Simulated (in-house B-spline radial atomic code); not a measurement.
**Xe⁺: density, ELF and screening along the radius**

Aim: the shell structure of Xe⁺ in the radial density, the electron localisation function and the screened nuclear charge, under several settings.

The numbers are computed with in-house B-spline radial atomic code version 1 (several methods, spin-polarised, as named in each step; spherical all-electron atom at the radial basis limit), except any that are marked as measured or tabulated.

**1. The atom as given**

* element: xenon (Z = 54)
* charge: +1
* electrons: 53
* configuration: [Kr] 4d10 5s2 5p5
* nucleus: point (non-relativistic runs) or finite (X2C runs)

Outer shells as boxes (Hund's rule):

[Kr] 4d10 5s2 5p5
```
[Kr] core
4d [↑↓][↑↓][↑↓][↑↓][↑↓]
5s [↑↓]
5p [↑↓][↑↓][↑ ]
```

Where spins are not typed, each open shell is filled with up spins first.

**2. AM05, X2C, [Kr] 4d10 5s2 5p5**

Settings, as recorded:

```ini
Z = 54
electrons = 53.0
configuration = [Kr] 4d10 5s2 5p5
hamiltonian = x2c
method = am05
spin_polarised = True
nucleus = fermi
rms_radius = 4.7859
mass_number = 132
atomic_mass = 131.90415508346
speed_of_light = 137.035999084
```

Command:

```console
> python run_scf.py task.json out
```

The settings of every run stand in task.json; they run in order.

**3. TPSS, X2C, [Kr] 4d10 5s2 5p5**

The settings differ from step 2 so:

```diff
@@ -4,3 +4,3 @@
 hamiltonian = x2c
-method = am05
+method = tpss,tpss
 spin_polarised = True
```

**4. OLYP, X2C, [Kr] 4d10 5s2 5p5**

The settings differ from step 3 so:

```diff
@@ -4,3 +4,3 @@
 hamiltonian = x2c
-method = tpss,tpss
+method = optx,lyp
 spin_polarised = True
```

**5. Hartree-Fock, X2C, [Ar] 3d10 4s2 4p5 4d10 5s2 5p5 6s1**

Settings, as recorded:

```ini
Z = 54
electrons = 53.0
configuration = [Ar] 3d10 4s2 4p5 4d10 5s2 5p5 6s1
hamiltonian = x2c
method = hf
spin_polarised = True
nucleus = fermi
rms_radius = 4.7859
mass_number = 132
atomic_mass = 131.90415508346
speed_of_light = 137.035999084
```

How large is the system in each run, where do the shell borders lie, and what is the highest level?

As calculated:

| run | total energy (hartree) | highest level (eV) | radius holding 50 / 90 / 99 % (bohr) | radius at n = 0.001 (bohr) | ELF minima on the full grid (bohr) |
| --- | --- | --- | --- | --- | --- |
| AM05, X2C, [Kr] 4d10 5s2 5p5 | -7439.7266 | -16.630 | 0.404 / 1.65 / 3.25 | 4.10 | 0.039, 0.14, 0.49, 1.4 |
| TPSS, X2C, [Kr] 4d10 5s2 5p5 | -7445.7783 | -16.710 | 0.404 / 1.65 / 3.25 | 4.10 | 0.039, 0.14, 0.49, 1.4 |
| OLYP, X2C, [Kr] 4d10 5s2 5p5 | -7448.4399 | -16.492 | 0.404 / 1.65 / 3.25 | 4.11 | 0.039, 0.14, 0.49, 1.4 |
| Hartree-Fock, X2C, [Ar] 3d10 4s2 4p5 4d10 5s2 5p5 6s1 | -7437.1841 | -9.065 | 0.404 / 1.75 / 4.55 | 4.83 | 0.044, 0.14, 0.43, 1.4, 3.4 |

What this shows: In the first run ELF has 4 minima on the grid, which mark the borders between shells. On the record's full grid the screened charge (r times the electrostatic potential) falls from 53.9 near the nucleus to 1.00 at 7.7 bohr; far out it tends to the net charge, 1. The radius that holds 99 % of the electrons runs from 3.25 bohr (OLYP, X2C, [Kr] 4d10 5s2 5p5) to 4.55 bohr (Hartree-Fock, X2C, [Ar] 3d10 4s2 4p5 4d10 5s2 5p5 6s1). The grid is coarse (about 24 % a step), so the places of minima are rough. For X2C runs ELF uses the non-relativistic kinetic energy density, and the fields carry no picture-change correction.
